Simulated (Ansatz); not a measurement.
# HBrO+ (doublet): geometry and frequencies at several levels

Wanted for HBrO+ (doublet): geometry and frequencies at several levels. Charge +1. Spin multiplicity 2.

Program: Ansatz 0.2.0. Level of theory: the levels named in each step. These are calculated values, not measurements.

**1. The structure to begin with**

Bond lengths: O1–Br2 1.686 Å, O1–H3 0.996 Å. Angles: Br2–O1–H3 117.8°.

As a file:

```xyz
3

O    -1.3235    0.4091    0.0005
Br    0.2905   -0.0781   -0.0002
H    -2.0225   -0.3004    0.0100
```

**2. A rough first relaxation, PBE-D4/def2-SVP**

This run stands in another session on the same molecule. It ended at:

```xyz
3

O    -1.3701    0.4669    0.0001
Br    0.2990   -0.1094    0.0001
H    -1.9844   -0.3269    0.0101
```

**3. Relaxation, HF/STO-3G**

File input.yaml:

```yaml
crystal:
  periodic: [false, false, false]
  atoms:
    - { symbol: O, position_ang: [-1.37009243, 0.46686098, 8.612e-05] }
    - { symbol: Br, position_ang: [0.29904401, -0.10944944, 5.238e-05] }
    - { symbol: H, position_ang: [-1.98437158, -0.32686154, 0.0101115] }
magnetization:
  spin_polarized: true
  initial_magnetization: 1
total_charge: 1
basis:
  gaussian: { orbitals: STO-3G }
hamiltonian:
  xc: hf
relax:
  f_tol: 0.002
  max_steps: 150
```

On the command line:

```bash
> ansatz run input.yaml --threads 1 --pin off --max-ram 2560MiB --backend cpu --events-out ev --progress --plain --runs-dir out
```

Log, shortened:

```text
Warning: RAYON_NUM_THREADS=1 ignored (pool sized by the plan → 1); use --threads N
[...]
Functional definition: HF
[...]
269 factors; integrals over basis functions are off by at most 6.3e-6 eV
[...]
mean field -71259.75176819 eV, -2618.7475758866 hartree, gradient 6.3e-6 eV, S^2 0.764597; 5 other end points of the search recorded, 0 dependent functions left out
[...]
reference -71259.75176819 eV, -2618.7475758866 hartree; 22, 21 occupied and 2, 3 virtual orbitals, 269 factors
relax step   1: F+E_penalty+E_count = -71259.75176819 eV  Δ(F+E_penalty+E_count) = +0.000e0 eV  max|allowed force component| = 2.257e0 eV/Å  Δτ_max = 0.0000 Å  (255 SCF iters, accepted)
[...]
relax step   4: F+E_penalty+E_count = -71259.88371969 eV  Δ(F+E_penalty+E_count) = -5.081e-4 eV  max|allowed force component| = 1.510e-2 eV/Å  Δτ_max = 0.0046 Å  (86 SCF iters, accepted)
[...]
relax step   5: F+E_penalty+E_count = -71259.88372629 eV  Δ(F+E_penalty+E_count) = -6.607e-6 eV  max|allowed force component| = 3.225e-4 eV/Å  Δτ_max = 0.0007 Å  (86 SCF iters, accepted)
269 factors; integrals over basis functions are off by at most 6.1e-6 eV
[...]
mean field -71259.88372629 eV, -2618.7524252573 hartree, gradient 1.4e-5 eV, S^2 0.775719; 10 other end points of the search recorded, 0 dependent functions left out
[...]
reference -71259.88372629 eV, -2618.7524252573 hartree; 22, 21 occupied and 2, 3 virtual orbitals, 269 factors
Total energy: -71259.88372629 eV, -2618.7524252573 hartree
Atom 0 at    -1.379766     0.451256     0.000275 Å, force     0.000323     0.000115    -0.000002 eV/Å
Atom 1 at     0.384073    -0.100165    -0.000334 Å, force    -0.000197     0.000052     0.000000 eV/Å
Atom 2 at    -2.059727    -0.320542     0.010309 Å, force    -0.000126    -0.000166     0.000002 eV/Å
Dipole moment:    -0.843902    -0.197843     0.004887 e Å
```

Wall time 23 s (1 thread of Intel Xeon at 2.50GHz (Skylake/Cascade Lake), shared host); peak memory 0.094 GiB.

The steps of the relaxation:

```csv
step,E - E(step 1) (eV),largest force component (eV/Å)
1,0.0000,2.2567
2,-0.1166,0.8307
3,-0.1314,0.1037
4,-0.1320,0.0151
5,-0.1320,0.0003
```

Step 1 is the start.

Before: Bond lengths: O1–Br2 1.766 Å, O1–H3 1.004 Å. Angles: Br2–O1–H3 108.7°.

After: Bond lengths: O1–Br2 1.848 Å, O1–H3 1.029 Å. Angles: Br2–O1–H3 114.0°.

**4. Frequencies, HF/STO-3G**

File input.yaml:

```yaml
crystal:
  periodic: [false, false, false]
  atoms:
    - { symbol: O, position_ang: [-1.37976642, 0.45125641, 0.00027491] }
    - { symbol: Br, position_ang: [0.38407298, -0.10016461, -0.00033403] }
    - { symbol: H, position_ang: [-2.05972656, -0.32054179, 0.01030912] }
magnetization:
  spin_polarized: true
  initial_magnetization: 1
total_charge: 1
basis:
  gaussian: { orbitals: STO-3G }
hamiltonian:
  xc: hf
phonons: {}
```

On the command line:

```bash
> ansatz run input.yaml --threads 1 --pin off --max-ram 2560MiB --backend cpu --events-out ev --progress --plain --runs-dir out
```

Log, shortened:

```text
Warning: RAYON_NUM_THREADS=1 ignored (pool sized by the plan → 1); use --threads N
[...]
[... 1 set-up line as earlier in the session ...]
[...]
266 factors; integrals over basis functions are off by at most 6.8e-6 eV
[...]
mean field -71259.88370894 eV, -2618.7524246195 hartree, gradient 2.2e-5 eV, S^2 0.775718; 8 other end points of the search recorded, 0 dependent functions left out
[...]
reference -71259.88370894 eV, -2618.7524246195 hartree; 22, 21 occupied and 2, 3 virtual orbitals, 266 factors
[...]
266 factors; integrals over basis functions are off by at most 6.8e-6 eV
mean field -71259.88359956 eV, -2618.7524205998 hartree, gradient 2.2e-6 eV, S^2 0.775997; 0 other end points of the search recorded, 0 dependent functions left out
[...]
reference -71259.88359956 eV, -2618.7524205998 hartree; 22, 21 occupied and 2, 3 virtual orbitals, 266 factors
[...]
266 factors; integrals over basis functions are off by at most 6.8e-6 eV
[...]
mean field -71259.88366870 eV, -2618.7524231407 hartree, gradient 2.7e-6 eV, S^2 0.775670; 0 other end points of the search recorded, 0 dependent functions left out
[...]
reference -71259.88366870 eV, -2618.7524231407 hartree; 22, 21 occupied and 2, 3 virtual orbitals, 266 factors
[...]
266 factors; integrals over basis functions are off by at most 6.8e-6 eV
mean field -71259.88366906 eV, -2618.7524231541 hartree, gradient 2.7e-6 eV, S^2 0.775768; 0 other end points of the search recorded, 0 dependent functions left out
[...]
reference -71259.88366906 eV, -2618.7524231541 hartree; 22, 21 occupied and 2, 3 virtual orbitals, 266 factors
Total energy: -71259.88370894 eV, -2618.7524246195 hartree
Atom 0 at    -1.379766     0.451256     0.000275 Å, force     0.000243     0.000134    -0.000002 eV/Å
Atom 1 at     0.384073    -0.100165    -0.000334 Å, force    -0.000112     0.000030     0.000000 eV/Å
Atom 2 at    -2.059727    -0.320542     0.010309 Å, force    -0.000131    -0.000165     0.000002 eV/Å
Dipole moment:    -0.843902    -0.197843     0.004887 e Å
Vibrations: 650.00 1091.19 3882.52 cm⁻¹, zero-point energy 0.348625 eV
```

It took 18 s on 1 thread of Intel Xeon at 2.50GHz (Skylake/Cascade Lake), shared host; peak memory 0.086 GiB.

Harmonic frequencies (cm⁻¹; negative: imaginary): 650, 1091, 3883.

**5. Relaxation, HF/def2-SVP**

File input.yaml:

```yaml
crystal:
  periodic: [false, false, false]
  atoms:
    - { symbol: O, position_ang: [-1.37009243, 0.46686098, 8.612e-05] }
    - { symbol: Br, position_ang: [0.29904401, -0.10944944, 5.238e-05] }
    - { symbol: H, position_ang: [-1.98437158, -0.32686154, 0.0101115] }
magnetization:
  spin_polarized: true
  initial_magnetization: 1
total_charge: 1
basis:
  gaussian: { orbitals: def2-SVP }
hamiltonian:
  xc: hf
relax:
  f_tol: 0.002
  max_steps: 150
```

On the command line:

```bash
> ansatz run input.yaml --threads 1 --pin off --max-ram 2560MiB --backend cpu --events-out ev --progress --plain --runs-dir out
```

Log, shortened:

```text
Warning: RAYON_NUM_THREADS=1 ignored (pool sized by the plan → 1); use --threads N
[...]
[... 1 set-up line as earlier in the session ...]
[...]
520 factors; integrals over basis functions are off by at most 2.9e-4 eV
[...]
mean field -72029.65820502 eV, -2647.0411155786 hartree, gradient 1.6e-5 eV, S^2 0.760931; 4 other end points of the search recorded, 0 dependent functions left out
[...]
reference -72029.65820502 eV, -2647.0411155786 hartree; 22, 21 occupied and 29, 30 virtual orbitals, 520 factors
relax step   1: F+E_penalty+E_count = -72029.65820502 eV  Δ(F+E_penalty+E_count) = +0.000e0 eV  max|allowed force component| = 2.270e0 eV/Å  Δτ_max = 0.0000 Å  (324 SCF iters, accepted)
[...]
relax step   5: F+E_penalty+E_count = -72029.79533963 eV  Δ(F+E_penalty+E_count) = +3.283e-4 eV  max|allowed force component| = 1.939e-1 eV/Å  Δτ_max = 0.0116 Å  (71 SCF iters, rejected (line search))
[...]
relax step   6: F+E_penalty+E_count = -72029.79641510 eV  Δ(F+E_penalty+E_count) = -7.472e-4 eV  max|allowed force component| = 3.881e-4 eV/Å  Δτ_max = 0.0048 Å  (60 SCF iters, accepted)
520 factors; integrals over basis functions are off by at most 2.8e-4 eV
[...]
mean field -72029.79641510 eV, -2647.0461947052 hartree, gradient 3.2e-5 eV, S^2 0.762666; 4 other end points of the search recorded, 0 dependent functions left out
[...]
reference -72029.79641510 eV, -2647.0461947052 hartree; 22, 21 occupied and 29, 30 virtual orbitals, 520 factors
Total energy: -72029.79641510 eV, -2647.0461947052 hartree
Atom 0 at    -1.341332     0.426061     0.000393 Å, force    -0.000388     0.000273    -0.000001 eV/Å
Atom 1 at     0.260459    -0.092179     0.000014 Å, force     0.000332    -0.000172     0.000001 eV/Å
Atom 2 at    -1.974547    -0.303332     0.009843 Å, force     0.000056    -0.000102     0.000001 eV/Å
Dipole moment:    -0.150122    -0.355012     0.004053 e Å
```

Run time: 40 s. Hardware: 1 thread of Intel Xeon at 2.50GHz (Skylake/Cascade Lake), shared host; peak memory 0.13 GiB.

Step by step:

```
step  E - E(step 1) (eV)  largest force component (eV/Å)
   1              0.0000                          2.2703
   2             -0.1080                          1.0690
   3             -0.1347                          0.4675
   4             -0.1375                          0.1742
   5             -0.1371                          0.1939
   6             -0.1382                          0.0004
```

Step 1 is the start. Step 5 was tried and not accepted.

Before: Bond lengths: O1–Br2 1.766 Å, O1–H3 1.004 Å. Angles: Br2–O1–H3 108.7°.

After: Bond lengths: O1–Br2 1.684 Å, O1–H3 0.966 Å. Angles: Br2–O1–H3 113.0°.

**6. Frequencies, HF/def2-SVP**

File input.yaml:

```yaml
crystal:
  periodic: [false, false, false]
  atoms:
    - { symbol: O, position_ang: [-1.34133225, 0.42606086, 0.00039285] }
    - { symbol: Br, position_ang: [0.26045947, -0.09217909, 1.386e-05] }
    - { symbol: H, position_ang: [-1.97454723, -0.30333177, 0.00984329] }
magnetization:
  spin_polarized: true
  initial_magnetization: 1
total_charge: 1
basis:
  gaussian: { orbitals: def2-SVP }
hamiltonian:
  xc: hf
phonons: {}
```

On the command line:

```bash
> ansatz run input.yaml --threads 1 --pin off --max-ram 2560MiB --backend cpu --events-out ev --progress --plain --runs-dir out
```

Log, shortened:

```text
Warning: RAYON_NUM_THREADS=1 ignored (pool sized by the plan → 1); use --threads N
[...]
[... 1 set-up line as earlier in the session ...]
[...]
520 factors; integrals over basis functions are off by at most 2.9e-4 eV
[...]
mean field -72029.79640695 eV, -2647.0461944059 hartree, gradient 2.5e-5 eV, S^2 0.762666; 3 other end points of the search recorded, 0 dependent functions left out
[...]
reference -72029.79640695 eV, -2647.0461944059 hartree; 22, 21 occupied and 29, 30 virtual orbitals, 520 factors
[...]
520 factors; integrals over basis functions are off by at most 2.9e-4 eV
mean field -72029.79628198 eV, -2647.0461898132 hartree, gradient 2.8e-6 eV, S^2 0.762659; 0 other end points of the search recorded, 0 dependent functions left out
[...]
reference -72029.79628198 eV, -2647.0461898132 hartree; 22, 21 occupied and 29, 30 virtual orbitals, 520 factors
[...]
520 factors; integrals over basis functions are off by at most 2.9e-4 eV
[...]
reference -72029.79636720 eV, -2647.0461929451 hartree; 22, 21 occupied and 29, 30 virtual orbitals, 520 factors
[...]
520 factors; integrals over basis functions are off by at most 2.9e-4 eV
[...]
mean field -72029.79636692 eV, -2647.0461929349 hartree, gradient 2.4e-6 eV, S^2 0.762680; 0 other end points of the search recorded, 0 dependent functions left out
[...]
reference -72029.79636692 eV, -2647.0461929349 hartree; 22, 21 occupied and 29, 30 virtual orbitals, 520 factors
Total energy: -72029.79640695 eV, -2647.0461944059 hartree
Atom 0 at    -1.341332     0.426061     0.000393 Å, force    -0.000390     0.000274    -0.000001 eV/Å
Atom 1 at     0.260459    -0.092179     0.000014 Å, force     0.000333    -0.000173     0.000001 eV/Å
Atom 2 at    -1.974547    -0.303332     0.009843 Å, force     0.000057    -0.000100     0.000001 eV/Å
Dipole moment:    -0.150121    -0.355012     0.004053 e Å
Vibrations: 860.57 1266.90 3909.88 cm⁻¹, zero-point energy 0.374268 eV
```

Run time: 34 s. Hardware: 1 thread of Intel Xeon at 2.50GHz (Skylake/Cascade Lake), shared host; peak memory 0.12 GiB.

Harmonic frequencies (cm⁻¹; negative: imaginary): 861, 1267, 3910.

**7. Relaxation, LDA/def2-SVP**

File input.yaml:

```yaml
crystal:
  periodic: [false, false, false]
  atoms:
    - { symbol: O, position_ang: [-1.37009243, 0.46686098, 8.612e-05] }
    - { symbol: Br, position_ang: [0.29904401, -0.10944944, 5.238e-05] }
    - { symbol: H, position_ang: [-1.98437158, -0.32686154, 0.0101115] }
magnetization:
  spin_polarized: true
  initial_magnetization: 1
total_charge: 1
basis:
  gaussian: { orbitals: def2-SVP }
hamiltonian:
  xc: lda
relax:
  f_tol: 0.002
  max_steps: 150
```

On the command line:

```bash
> ansatz run input.yaml --threads 1 --pin off --max-ram 2560MiB --backend cpu --events-out ev --progress --plain --runs-dir out
```

Log, shortened:

```text
Warning: RAYON_NUM_THREADS=1 ignored (pool sized by the plan → 1); use --threads N
[...]
Functional definition: SPW92
[...]
546 factors; their error is unknown
[...]
mean field -71975.82993079 eV, -2645.0629629869 hartree, gradient 3.8e-5 eV, S^2 0.750845; 4 other end points of the search recorded, 0 dependent functions left out
[...]
reference -71975.82994670 eV, -2645.0629635715 hartree; 22, 21 occupied and 29, 30 virtual orbitals, 546 factors
relax step   1: F+E_penalty+E_count = -71975.82993079 eV  Δ(F+E_penalty+E_count) = +0.000e0 eV  max|allowed force component| = 7.939e-1 eV/Å  Δτ_max = 0.0000 Å  (78 SCF iters, accepted)
[...]
relax step   4: F+E_penalty+E_count = -71975.84137851 eV  Δ(F+E_penalty+E_count) = -8.017e-5 eV  max|allowed force component| = 1.280e-2 eV/Å  Δτ_max = 0.0018 Å  (24 SCF iters, accepted)
[...]
relax step   5: F+E_penalty+E_count = -71975.84138786 eV  Δ(F+E_penalty+E_count) = -9.351e-6 eV  max|allowed force component| = 6.101e-5 eV/Å  Δτ_max = 0.0009 Å  (20 SCF iters, accepted)
546 factors; their error is unknown
[...]
mean field -71975.84138786 eV, -2645.0633840264 hartree, gradient 3.6e-5 eV, S^2 0.750829; 5 other end points of the search recorded, 0 dependent functions left out
[...]
reference -71975.84140373 eV, -2645.0633846095 hartree; 22, 21 occupied and 29, 30 virtual orbitals, 546 factors
Total energy: -71975.84140373 eV, -2645.0633846095 hartree
Atom 0 at    -1.356020     0.459473     0.000111 Å, force     0.000035     0.000015    -0.000000 eV/Å
Atom 1 at     0.286899    -0.103687     0.000037 Å, force     0.000026     0.000008    -0.000000 eV/Å
Atom 2 at    -1.986299    -0.325236     0.010102 Å, force    -0.000061    -0.000023     0.000000 eV/Å
Dipole moment:    -0.329319    -0.301667     0.004142 e Å
```

Run time: 15 s. Hardware: 1 thread of Intel Xeon at 2.50GHz (Skylake/Cascade Lake), shared host; peak memory 0.12 GiB.

The steps of the relaxation:

| step | energy from step 1 (eV) | largest force component (eV/Å) |
| --- | --- | --- |
| 1 | 0.0000 | 0.7939 |
| 2 | -0.0086 | 0.3751 |
| 3 | -0.0114 | 0.0401 |
| 4 | -0.0114 | 0.0128 |
| 5 | -0.0115 | 0.0001 |

Step 1 is the start.

Before: Bond lengths: O1–Br2 1.766 Å, O1–H3 1.004 Å. Angles: Br2–O1–H3 108.7°.

After: Bond lengths: O1–Br2 1.737 Å, O1–H3 1.007 Å. Angles: Br2–O1–H3 109.8°.

**8. Frequencies, LDA/def2-SVP**

File input.yaml:

```yaml
crystal:
  periodic: [false, false, false]
  atoms:
    - { symbol: O, position_ang: [-1.35601966, 0.45947302, 0.00011101] }
    - { symbol: Br, position_ang: [0.28689887, -0.10368747, 3.701e-05] }
    - { symbol: H, position_ang: [-1.98629921, -0.32523555, 0.01010198] }
magnetization:
  spin_polarized: true
  initial_magnetization: 1
total_charge: 1
basis:
  gaussian: { orbitals: def2-SVP }
hamiltonian:
  xc: lda
phonons: {}
```

On the command line:

```bash
> ansatz run input.yaml --threads 1 --pin off --max-ram 2560MiB --backend cpu --events-out ev --progress --plain --runs-dir out
```

Log, shortened:

```text
Warning: RAYON_NUM_THREADS=1 ignored (pool sized by the plan → 1); use --threads N
[...]
[... 1 set-up line as earlier in the session ...]
[...]
546 factors; their error is unknown
[...]
mean field -71975.84138776 eV, -2645.0633840228 hartree, gradient 3.2e-5 eV, S^2 0.750829; 4 other end points of the search recorded, 0 dependent functions left out
[...]
reference -71975.84140364 eV, -2645.0633846061 hartree; 22, 21 occupied and 29, 30 virtual orbitals, 546 factors
[...]
546 factors; their error is unknown
mean field -71975.84129019 eV, -2645.0633804372 hartree, gradient 1.5e-6 eV, S^2 0.750831; 0 other end points of the search recorded, 0 dependent functions left out
[...]
reference -71975.84130609 eV, -2645.0633810214 hartree; 22, 21 occupied and 29, 30 virtual orbitals, 546 factors
[...]
546 factors; their error is unknown
[...]
546 factors; their error is unknown
mean field -71975.84135941 eV, -2645.0633829807 hartree, gradient 1.1e-6 eV, S^2 0.750828; 0 other end points of the search recorded, 0 dependent functions left out
[...]
reference -71975.84137526 eV, -2645.0633835634 hartree; 22, 21 occupied and 29, 30 virtual orbitals, 546 factors
[...]
546 factors; their error is unknown
mean field -71975.84135957 eV, -2645.0633829866 hartree, gradient 3.5e-7 eV, S^2 0.750830; 0 other end points of the search recorded, 0 dependent functions left out
[...]
reference -71975.84137546 eV, -2645.0633835705 hartree; 22, 21 occupied and 29, 30 virtual orbitals, 546 factors
Total energy: -71975.84140364 eV, -2645.0633846061 hartree
Atom 0 at    -1.356020     0.459473     0.000111 Å, force     0.000035     0.000011    -0.000000 eV/Å
Atom 1 at     0.286899    -0.103687     0.000037 Å, force     0.000029     0.000013    -0.000000 eV/Å
Atom 2 at    -1.986299    -0.325236     0.010102 Å, force    -0.000064    -0.000024     0.000000 eV/Å
Dipole moment:    -0.329320    -0.301667     0.004142 e Å
Vibrations: 752.17 1112.56 3389.73 cm⁻¹, zero-point energy 0.325735 eV
```

Wall time 19 s (1 thread of Intel Xeon at 2.50GHz (Skylake/Cascade Lake), shared host); peak memory 0.11 GiB.

Harmonic frequencies (cm⁻¹; negative: imaginary): 752, 1113, 3390.

**9. Relaxation, PBE-D4/def2-SVP**

File input.yaml:

```yaml
crystal:
  periodic: [false, false, false]
  atoms:
    - { symbol: O, position_ang: [-1.37009243, 0.46686098, 8.612e-05] }
    - { symbol: Br, position_ang: [0.29904401, -0.10944944, 5.238e-05] }
    - { symbol: H, position_ang: [-1.98437158, -0.32686154, 0.0101115] }
magnetization:
  spin_polarized: true
  initial_magnetization: 1
total_charge: 1
basis:
  gaussian: { orbitals: def2-SVP }
hamiltonian:
  xc: pbe
  dispersion: d4
relax:
  f_tol: 0.002
  max_steps: 150
```

On the command line:

```bash
> ansatz run input.yaml --threads 1 --pin off --max-ram 2560MiB --backend cpu --events-out ev --progress --plain --runs-dir out
```

Log, shortened:

```text
Warning: RAYON_NUM_THREADS=1 ignored (pool sized by the plan → 1); use --threads N
[...]
Functional definition: PBE
[...]
546 factors; their error is unknown
[...]
mean field -72075.15484747 eV, -2648.7130863501 hartree, gradient 1.3e-5 eV, S^2 0.751209; 5 other end points of the search recorded, 0 dependent functions left out
[...]
reference -72075.15486458 eV, -2648.7130869786 hartree; 22, 21 occupied and 29, 30 virtual orbitals, 546 factors
relax step   1: F+E_penalty+E_count = -72075.17826123 eV  Δ(F+E_penalty+E_count) = +0.000e0 eV  max|allowed force component| = 3.563e-3 eV/Å  Δτ_max = 0.0000 Å  (82 SCF iters, accepted)
[...]
relax step   2: F+E_penalty+E_count = -72075.17826160 eV  Δ(F+E_penalty+E_count) = -3.685e-7 eV  max|allowed force component| = 1.429e-3 eV/Å  Δτ_max = 0.0001 Å  (19 SCF iters, accepted)
546 factors; their error is unknown
[...]
mean field -72075.15484764 eV, -2648.7130863561 hartree, gradient 2.0e-5 eV, S^2 0.751209; 6 other end points of the search recorded, 0 dependent functions left out
[...]
reference -72075.15486474 eV, -2648.7130869846 hartree; 22, 21 occupied and 29, 30 virtual orbitals, 546 factors
Total energy: -72075.17827870 eV, -2648.7139474318 hartree
Atom 0 at    -1.370097     0.466868     0.000086 Å, force     0.000576    -0.001429     0.000012 eV/Å
Atom 1 at     0.298956    -0.109462     0.000053 Å, force    -0.001420     0.000449     0.000000 eV/Å
Atom 2 at    -1.984278    -0.326857     0.010111 Å, force     0.000843     0.000980    -0.000013 eV/Å
Dipole moment:    -0.316888    -0.290639     0.003989 e Å
```

It took 14 s on 1 thread of Intel Xeon at 2.50GHz (Skylake/Cascade Lake), shared host; peak memory 0.13 GiB.

Relaxation path:

```
step  energy from step 1 (eV)  largest force component (eV/Å)
   1                   0.0000                          0.0036
   2                   0.0000                          0.0014
```

Step 1 is the start.

Before: Bond lengths: O1–Br2 1.766 Å, O1–H3 1.004 Å. Angles: Br2–O1–H3 108.7°.

After: Bond lengths: O1–Br2 1.766 Å, O1–H3 1.004 Å. Angles: Br2–O1–H3 108.7°.

[end of part 1 of 2]
